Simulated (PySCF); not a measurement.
**[InMeH3]-: geometry, NMR shifts and electronic excitations**

Aim: predict the NMR shifts and electronic excitations of [InMeH3]- (`[H][In-]([H])([H])[CH3]`).

The runs use PySCF 2.14.0, with density-fitted response routines of our own; the level of theory stands in each step. All values are computed, except where a source is named. Atoms are numbered from 0 throughout.

### 1 The molecule as given

8 atoms, charge -1, multiplicity 1; geometry from: GFN1-xTB.

Bonds of the start (Å): In0–C1 2.29, In0–H5 1.76, In0–H6 1.76, In0–H7 1.76, C1–H2 1.10, C1–H3 1.10, C1–H4 1.10.

### 2 Optimising the geometry at PBE0-D3(BJ)/def2-SVP

Job settings and geometry (Å):

```
{"job": {"xc": "PBE0", "basis": "def2-SVP", "d3": "d3bj", "grid": 1, "maxiter": 40, "kind": "geom"}, "charge": -1, "multiplicity": 1}
In    -0.001350     0.004040    -1.090270
C      0.001900    -0.004620     1.198730
H     -1.006230     0.050170     1.635270
H      0.555220     0.839750     1.635590
H      0.458590    -0.907510     1.631170
H      1.663550    -0.013990    -1.671780
H     -0.817460     1.457620    -1.665590
H     -0.854210    -1.425450    -1.673120
```

Output:

```text
step   0  E = -231.74612818  max force = 0.013142
step   1  E = -231.74746940  max force = 0.005733
step   2  E = -231.74753815  max force = 0.002336
step   3  E = -231.74755888  max force = 0.000064
step   4  E = -231.74755901  max force = 0.000027
optimisation converged
```

Run time: 9.5 s. Hardware: 1 thread, shared host.

Along the way:

| step | energy from step 0 (eV) | largest force component (eV/Å) |
| --- | --- | --- |
| 0 | 0.0000 | 0.6758 |
| 1 | -0.0365 | 0.2948 |
| 2 | -0.0384 | 0.1201 |
| 3 | -0.0389 | 0.0033 |
| 4 | -0.0389 | 0.0014 |

Close pairs (by a distance rule), those that changed most:

| bond | before (Å) | after (Å) | change (Å) |
| --- | --- | --- | --- |
| In0–C1 | 2.289 | 2.240 | -0.049 |
| In0–H6 | 1.763 | 1.797 | +0.033 |
| In0–H7 | 1.764 | 1.797 | +0.033 |
| In0–H5 | 1.764 | 1.797 | +0.033 |
| C1–H2 | 1.100 | 1.104 | +0.004 |
| C1–H3 | 1.100 | 1.104 | +0.004 |
| C1–H4 | 1.100 | 1.104 | +0.003 |

The end geometry stands in the next job.

| at the end point | value |
| --- | --- |
| point group (found at 0.08 Å tolerance) | C3 |
| rotational constants (GHz, main isotopes) | 42.473, 6.314, 6.314 |

### 3 Shielding tensors: PBE0/def2-TZVP+pcSseg-1

Job settings and geometry (Å):

```
{"job": {"kind": "nmr", "xc": "PBE0", "basis": {"default": "pcSseg-1", "In": "def2-TZVP"}}, "charge": -1, "multiplicity": 1}
In    -0.003032     0.003869    -1.047286
C      0.003547    -0.004560     1.192273
H     -1.022711     0.049175     1.595144
H      0.566102     0.856221     1.593462
H      0.470619    -0.923359     1.587241
H      1.691210    -0.015871    -1.645079
H     -0.833640     1.485980    -1.632269
H     -0.872086    -1.451444    -1.643485
```

With the program's defaults for keys left out, this is: GIAO PBE0/pcSseg-1 In:def2-TZVP NMR shielding, scalar relativity only through core potentials, gas phase.

Output:

```text
coarse grid: 28104 points
cycle   1  E = -230.6903777510  dE = -3.199e+01  |g| = 2.167e+00  |ddm| = 4.523e+01
cycle   2  E = -219.3609044433  dE =  1.133e+01  |g| = 7.886e+00  |ddm| = 1.172e+01
cycle   3  E = -231.7474118019  dE = -1.239e+01  |g| = 4.298e-01  |ddm| = 9.030e+00
cycle   4  E = -231.7717339054  dE = -2.432e-02  |g| = 1.841e-01  |ddm| = 4.818e-01
cycle   5  E = -231.7797869784  dE = -8.053e-03  |g| = 5.889e-02  |ddm| = 2.333e-01
cycle   6  E = -231.7807584544  dE = -9.715e-04  |g| = 6.273e-03  |ddm| = 9.073e-02
cycle   7  E = -231.7807693396  dE = -1.089e-05  |g| = 1.851e-03  |ddm| = 9.161e-03
cycle   8  E = -231.7807698987  dE = -5.590e-07  |g| = 2.252e-04  |ddm| = 1.441e-03
final grid: 57488 points
cycle   9  E = -231.7807772805  dE = -8.783e-09  |g| = 2.232e-04  |ddm| = 8.175e-04
cycle  10  E = -231.7807772739  dE =  6.618e-09  |g| = 2.678e-04  |ddm| = 5.187e-04
cycle  11  E = -231.7807772923  dE = -1.846e-08  |g| = 3.267e-05  |ddm| = 2.862e-04
cycle  12  E = -231.7807772925  dE = -2.013e-10  |g| = 2.449e-06  |ddm| = 3.135e-05
converged SCF energy = -231.7807772925

GIAO shielding tensors (ppm)
atom      isotropic    diamagn.    paramagn.     s11        s22        s33       span
  0 In         nan         nan         nan        nan        nan        nan        nan
  1 C      202.917     248.372     -45.455    191.949    208.400    208.402     16.454
  2 H       32.436      30.394       2.042     27.103     29.776     40.429     13.326
  3 H       32.436      30.394       2.042     27.104     29.776     40.429     13.325
  4 H       32.436      30.394       2.043     27.104     29.775     40.430     13.326
  5 H       27.383      28.200      -0.817     20.767     21.573     39.808     19.040
  6 H       27.382      28.199      -0.817     20.768     21.573     39.804     19.036
  7 H       27.382      28.199      -0.817     20.768     21.572     39.805     19.036
```

It took 5 s on 1 thread, shared host.

The references, computed at this level on geometries of the same kind, shield at (ppm): 1H TMS 31.27, 13C TMS 184.4. Their shielding less the atom's gives the shift. The references are single molecules in the gas phase. Atoms listed in one row are averaged.

| atoms | environment | σ (ppm) | δ (ppm) |
| --- | --- | --- | --- |
| C1 | carbon bonded to In, 3 H | 202.9 | -18.5 |
| H5, H6, H7 | hydrogen on a In bonded to C | 27.38 | 3.88 |
| H2, H3, H4 | hydrogen on a carbon bonded to In | 32.44 | -1.17 |

Atoms past Kr carry core potentials, so their printed shieldings have no meaning and are left out of the table.

The run also stored atomic charges by several schemes (e):

| atoms | Mulliken | ESP fit |
| --- | --- | --- |
| In0 | 0.30 | 0.54 |
| C1 | -0.64 | -0.35 |

Mayer bond orders: In0–C1 0.82.

With diffuse functions Mulliken charges and Mayer bond orders lose their meaning; the other schemes are steadier.

### 4 Excited states and response: PBE0/def2-SVPD

Same as in step 3 but for these lines:

```diff
@@ -1,2 +1,2 @@
-{"job": {"kind": "nmr", "xc": "PBE0", "basis": {"default": "pcSseg-1", "In": "def2-TZVP"}}, "charge": -1, "multiplicity": 1}
+{"job": {"kind": "uv", "xc": "PBE0", "basis": "def2-SVPD", "ip": false, "nstates": 10}, "charge": -1, "multiplicity": 1}
 In    -0.003032     0.003869    -1.047286
```

Level: TDDFT PBE0/def2-SVPD, vertical, gas phase, core orbitals frozen in the response.

Output:

```text
coarse grid: 28104 points
cycle   1  E = -230.5842950313  dE = -2.076e+01  |g| = 2.098e+00  |ddm| = 1.299e+01
cycle   2  E = -214.2371263965  dE =  1.635e+01  |g| = 9.098e+00  |ddm| = 2.220e+02
cycle   3  E = -231.7101020223  dE = -1.747e+01  |g| = 4.150e-01  |ddm| = 2.218e+02
cycle   4  E = -231.7444921608  dE = -3.439e-02  |g| = 1.598e-01  |ddm| = 7.185e-01
cycle   5  E = -231.7513122770  dE = -6.820e-03  |g| = 5.413e-02  |ddm| = 2.615e-01
cycle   6  E = -231.7521568326  dE = -8.446e-04  |g| = 5.478e-03  |ddm| = 9.226e-02
cycle   7  E = -231.7521673114  dE = -1.048e-05  |g| = 1.006e-03  |ddm| = 9.794e-03
cycle   8  E = -231.7521676710  dE = -3.595e-07  |g| = 1.131e-04  |ddm| = 2.004e-03
final grid: 57488 points
cycle   9  E = -231.7521690092  dE = -3.501e-08  |g| = 7.423e-05  |ddm| = 4.512e-03
cycle  10  E = -231.7521690103  dE = -1.149e-09  |g| = 5.029e-05  |ddm| = 5.487e-04
cycle  11  E = -231.7521690109  dE = -5.542e-10  |g| = 1.168e-05  |ddm| = 7.926e-05
converged SCF energy = -231.7521690109

Static polarisability (au): isotropic 80.283, principal 76.249 76.251 88.349

Singlet excitations
state   eV       nm        f      main configurations
  1   5.0510    245.5   0.00184   H->L 0.96
  2   5.1845    239.1   0.10173   H-1->L 0.99
  3   5.1850    239.1   0.10168   H-2->L 0.99
  4   5.9444    208.6   0.00552   H-1->L+1 0.97
  5   5.9450    208.6   0.00548   H-2->L+1 0.97
  6   5.9469    208.5   0.42301   H->L+1 0.93
  7   6.3360    195.7   0.00002   H-1->L+2 0.31, H-2->L+3 0.30, H-1->L+3 0.19
  8   6.3615    194.9   0.00736   H->L+2 0.94
  9   6.3618    194.9   0.00741   H->L+3 0.94
 10   6.5901    188.1   0.00132   H-1->L+3 0.29, H-2->L+2 0.29, H-1->L+2 0.19

Triplet excitations (Tamm-Dancoff, eV): 4.8979 5.0268 5.0273 5.4056
```

It took 5.3 s on 1 thread, shared host.

The orbitals next to the gap, with their largest atomic shares:

| orbital | eV | atoms |
| --- | --- | --- |
| HOMO−3 | -6.11 | C1 50 %, H2 25 %, H3 16 % |
| HOMO−2 | -2.25 | In0 40 %, H5 34 %, H7 19 % |
| HOMO−1 | -2.25 | In0 40 %, H6 34 %, H7 19 % |
| HOMO | -2.11 | C1 43 %, In0 24 %, H2 6 % |
| LUMO | 3.88 | In0 79 % |
| LUMO+1 | 4.76 | In0 42 %, C1 22 %, H4 8 % |
| LUMO+2 | 5.36 | In0 78 %, H7 8 % |

With each of the 10 states as a Gaussian band of 0.4 eV half-width at 1/e, the curve within the window shown has maxima at 235 nm (ε 8,900), 209 nm (ε 18,000) L/(mol cm). Beyond the last state computed it falls off for lack of states. The curve at chosen wavelengths:

| nm | ε (L/mol/cm) |
| --- | --- |
| 180 | 203 |
| 184 | 634 |
| 188 | 1731 |
| 192 | 4016 |
| 196 | 7737 |
| 200 | 12283 |
| 204 | 16178 |
| 207 | 17760 |
| 211 | 17605 |
| 215 | 15446 |
| 219 | 12623 |
| 223 | 10359 |
| 227 | 9176 |
| 231 | 8883 |
| 235 | 8928 |
| 239 | 8786 |
| 243 | 8181 |
| 247 | 7118 |
| 251 | 5776 |
| 254 | 4727 |
| 258 | 3426 |
| 262 | 2344 |
| 266 | 1522 |
| 270 | 943 |
| 274 | 560 |
| 278 | 320 |

Further results of this job:

| property | computed |
| --- | --- |
| polarisability (Å³) | 11.90 |
| HOMO–LUMO gap (eV) | 5.99 |
| −ε(HOMO) (eV) | 2.11 |

### 5 NMR shieldings: B3LYP/def2-TZVP+pcSseg-1

Same as in step 4 but for these lines:

```diff
@@ -1,2 +1,2 @@
-{"job": {"kind": "uv", "xc": "PBE0", "basis": "def2-SVPD", "ip": false, "nstates": 10}, "charge": -1, "multiplicity": 1}
+{"job": {"kind": "nmr", "xc": "B3LYP", "basis": {"default": "pcSseg-1", "In": "def2-TZVP"}, "pop": false}, "charge": -1, "multiplicity": 1}
 In    -0.003032     0.003869    -1.047286
```

Level: GIAO B3LYP/pcSseg-1 In:def2-TZVP NMR shielding, scalar relativity only through core potentials, gas phase.

Output:

```text
coarse grid: 28104 points
cycle   1  E = -230.7850695741  dE = -3.188e+01  |g| = 2.209e+00  |ddm| = 4.507e+01
cycle   2  E = -216.1761999199  dE =  1.461e+01  |g| = 8.255e+00  |ddm| = 1.306e+01
cycle   3  E = -231.8889291005  dE = -1.571e+01  |g| = 3.832e-01  |ddm| = 1.054e+01
cycle   4  E = -231.8986846259  dE = -9.756e-03  |g| = 2.756e-01  |ddm| = 5.763e-01
cycle   5  E = -231.9180032808  dE = -1.932e-02  |g| = 4.948e-02  |ddm| = 3.018e-01
cycle   6  E = -231.9187611447  dE = -7.579e-04  |g| = 6.877e-03  |ddm| = 1.023e-01
cycle   7  E = -231.9187727742  dE = -1.163e-05  |g| = 2.028e-03  |ddm| = 1.013e-02
cycle   8  E = -231.9187734672  dE = -6.931e-07  |g| = 2.387e-04  |ddm| = 1.550e-03
final grid: 57488 points
cycle   9  E = -231.9187803237  dE = -1.156e-08  |g| = 2.197e-04  |ddm| = 9.016e-04
cycle  10  E = -231.9187803182  dE =  5.548e-09  |g| = 2.547e-04  |ddm| = 5.074e-04
cycle  11  E = -231.9187803343  dE = -1.613e-08  |g| = 4.798e-05  |ddm| = 2.905e-04
cycle  12  E = -231.9187803348  dE = -5.045e-10  |g| = 2.752e-06  |ddm| = 4.407e-05
converged SCF energy = -231.9187803348

GIAO shielding tensors (ppm)
atom      isotropic    diamagn.    paramagn.     s11        s22        s33       span
  0 In         nan         nan         nan        nan        nan        nan        nan
  1 C      197.760     246.999     -49.239    187.061    203.108    203.110     16.049
  2 H       32.508      30.365       2.142     27.397     29.973     40.153     12.756
  3 H       32.508      30.366       2.142     27.398     29.974     40.153     12.755
  4 H       32.508      30.365       2.143     27.398     29.973     40.154     12.756
  5 H       27.512      28.376      -0.864     20.935     21.736     39.865     18.931
  6 H       27.511      28.375      -0.863     20.936     21.736     39.862     18.927
  7 H       27.511      28.374      -0.863     20.936     21.736     39.863     18.927
```

Wall time 4.6 s (1 thread, shared host).

In short: δ C1 -18.5, H5 3.87, H2 -1.13 ppm (means over like atoms).

### 6 Comparing the runs: NMR shifts

Shifts (ppm), means over like atoms, with basis size and wall time:

| run | C1 | H5 | H2 | functions | time |
| --- | --- | --- | --- | --- | --- |
| PBE0/def2-TZVP+pcSseg-1 | -18.5 | 3.88 | -1.17 | 97 | 5 s |
| B3LYP/def2-TZVP+pcSseg-1 | -18.5 | 3.87 | -1.13 | 97 | 4.6 s |

### 7 Summary of results

```
                                                                        quantity                        value
                                                                     point group                           C3
                                            rotational constants (main isotopes)        42.47, 6.31, 6.31 GHz
                                13C shifts against TMS (PBE0/def2-TZVP+pcSseg-1)                    -18.5 ppm
1H shifts against TMS (PBE0/def2-TZVP+pcSseg-1, means over atoms taken as alike)              3.88, -1.17 ppm
                                                 lowest singlet (PBE0/def2-SVPD)  5.05 eV (245 nm), f = 0.002
                                        brightest single state of those computed  state 6, 5.95 eV, f = 0.423
                                                                  lowest triplet                      4.90 eV
                                                        range of the shift of H2           -1.17 to -1.13 ppm
```

In words: Relaxing lowered the energy by 0.039 eV in 4 steps; the close pair that moved most is In0–C1, from 2.289 to 2.240 Å. No frequency check was run at this level, so the end point may be a saddle. The first singlet state (HOMO→LUMO 0.96) lies at 5.05 eV and is weak; of the 10 states computed, the strongest absorption comes from state 6 at 5.95 eV. The lowest triplet lies 0.15 eV below the lowest singlet (triplets in Tamm-Dancoff, singlets in full TDDFT). Spin-orbit coupling, left out, mixes singlets and triplets in elements this heavy. The lowest singlet lies above −ε(HOMO); no detachment energy was computed, so the anion's states may not be bound. Across the 2 runs the shift of H2 (with its like atoms) moves most, between -1.17 (PBE0/def2-TZVP+pcSseg-1) and -1.13 ppm (B3LYP/def2-TZVP+pcSseg-1). Spin-orbit coupling is left out, which matters for shieldings and couplings at and beside the heavy atoms.
